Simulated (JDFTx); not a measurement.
**ZrB: equation of state with PBEsol**

The system is ZrB.

```
Zr B
1.0
     0.00000    2.32500    2.32500
     2.32500    0.00000    2.32500
     2.32500    2.32500    0.00000
Zr B
1 1
Direct
  0.00000 0.00000 0.00000
  0.50000 0.50000 0.50000
```

| Quantity | Value |
| --- | --- |
| Program | JDFTx 1.7.0 (patched build) |
| Task | equation of state |
| Functional | PBEsol |
| Potentials or basis | PseudoDojo-SR-PBEsol-0.4.1-standard with smoothed tails |
| Cutoff | 1034 eV |
| Density cutoff | 8272 eV |
| k mesh | 10 × 10 × 10 |
| Occupations | fermi-dirac, width 0.05 eV |
| Spin | no spin polarisation |

- Equilibrium volume: 14.36 Å³/atom (rough: see the caveat)
- Bulk modulus: 172 GPa (rough)

Energy against volume, from the lowest point:
```
volume (Å³/atom)  energy (meV/atom)
          11.814             283.19
          12.065             213.03
          12.317             153.10
          12.568             102.59
          12.819              60.71
          13.071              26.74
          13.322               0.00
```

Caveat: the minimum lies outside the volumes run.
